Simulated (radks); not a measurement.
**Nd inside a hard spherical wall**

What does compression do to the levels of Nd? A hard sphere of shrinking radius stands in for pressure; the configuration is held at [Xe] 4f4 6s2.

Program: radks (a radial shooting solver on a logarithmic mesh, Libxc functionals) version 1. Level of theory: scalar-relativistic Kohn-Sham, PBE, spin-polarised, spherical densities, finite nucleus; open shells are filled with parallel spins first. These are calculated values, not measurements, unless marked.

## Step 1: What is computed

```
element            : neodymium (Z = 60)
charge             : 0
electrons          : 60
configuration      : [Xe] 4f4 6s2
nuclear rms radius : 4.9123 fm
```

The outer shells:

Nd
```
[Xe] core
4f [↑ ][↑ ][↑ ][↑ ][  ][  ][  ]
6s [↑↓]
```

## Step 2: The free atom

The run's settings:

```text
Z 60
configuration [Xe] 4f4 6s2 5d0 6p0 7s0
relativity scalar-relativistic
functional pbe,pbe
spin polarised
nucleus finite rms 4.9123 fm
c 137.035999084
```

## Step 3: Wall at 20 bohr

Settings, as their differences from step 2:

```diff
@@ -6,2 +6,3 @@
 nucleus finite rms 4.9123 fm
+wall 20 bohr
 c 137.035999084
```

## Step 4: Wall at 15 bohr

Settings, as their differences from step 3:

```diff
@@ -6,3 +6,3 @@
 nucleus finite rms 4.9123 fm
-wall 20 bohr
+wall 15 bohr
 c 137.035999084
```

## Step 5: Wall at 12 bohr

Settings, as their differences from step 4:

```diff
@@ -6,3 +6,3 @@
 nucleus finite rms 4.9123 fm
-wall 15 bohr
+wall 12 bohr
 c 137.035999084
```

## Step 6: Wall at 7 bohr

Settings, as their differences from step 5:

```diff
@@ -6,3 +6,3 @@
 nucleus finite rms 4.9123 fm
-wall 12 bohr
+wall 7 bohr
 c 137.035999084
```

## Step 7: Wall at 5 bohr

Settings, as their differences from step 6:

```diff
@@ -6,3 +6,3 @@
 nucleus finite rms 4.9123 fm
-wall 7 bohr
+wall 5 bohr
 c 137.035999084
```

## Step 8: Wall at 3.5 bohr

Settings, as their differences from step 7:

```diff
@@ -6,3 +6,3 @@
 nucleus finite rms 4.9123 fm
-wall 5 bohr
+wall 3.5 bohr
 c 137.035999084
```

## Step 9: Wall at 3 bohr

Settings, as their differences from step 8:

```diff
@@ -6,3 +6,3 @@
 nucleus finite rms 4.9123 fm
-wall 3.5 bohr
+wall 3 bohr
 c 137.035999084
```

## Step 10: Wall at 2 bohr

Settings, as their differences from step 9:

```diff
@@ -6,3 +6,3 @@
 nucleus finite rms 4.9123 fm
-wall 3 bohr
+wall 2 bohr
 c 137.035999084
```

## Step 11: Wall at 1.5 bohr

Settings, as their differences from step 10:

```diff
@@ -6,3 +6,3 @@
 nucleus finite rms 4.9123 fm
-wall 2 bohr
+wall 1.5 bohr
 c 137.035999084
```

Q: Predict the outcome of this session. Wanted: for each run, R; E − E(free); ε(4f); ε(5d, empty); ε(6p, empty); ε(7s, empty); pressure.

**Answer**, as computed:

| R (bohr) | E − E(free) (eV) | ε(4f) (eV) | ε(5d, empty) (eV) | ε(6p, empty) (eV) | ε(7s, empty) (eV) | pressure (GPa) |
| --- | --- | --- | --- | --- | --- | --- |
| free | 0.000 | -2.556 | -2.090 | -1.261 | - | 0 |
| 20 | 0.000 | -2.556 | -2.090 | -1.260 | 0.015 | < 0.0001 |
| 15 | 0.001 | -2.551 | -2.086 | -1.243 | 0.388 | 0.000373 |
| 12 | 0.018 | -2.502 | -2.041 | -1.137 | 1.266 | 0.0101 |
| 7 | 1.640 | -1.036 | -0.688 | 1.530 | 11.185 | 2.54 |
| 5 | 10.372 | 2.171 | 2.723 | 9.800 | 34.118 | 35.7 |
| 3.5 | 58.156 | 11.734 | 13.924 | 39.462 | 101.94 | 552 |
| 3 | 119.79 | 20.521 | 25.042 | 68.171 | 161.09 | 1766 |
| 2 | 714.46 | 69.683 | 104.20 | 256.04 | 513.25 | 32087 |
| 1.5 | 2296.6 | 149.26 | 268.62 | 607.47 | 1125.4 | 231523 |

Eigenvalues are for spin up. At the tightest wall, 1.5 bohr, the energy stands 2296.6 eV above the free atom and the pressure, −dE/dV, is 231523 GPa. Of the levels in the table that exist at both ends, 6p (empty) rises most from the free atom (608.73 eV). From R = 5 bohr inwards the highest occupied level lies above zero, pushed up by confinement. Shells are not refilled when levels cross, and a hard wall is a model, not a crystal.
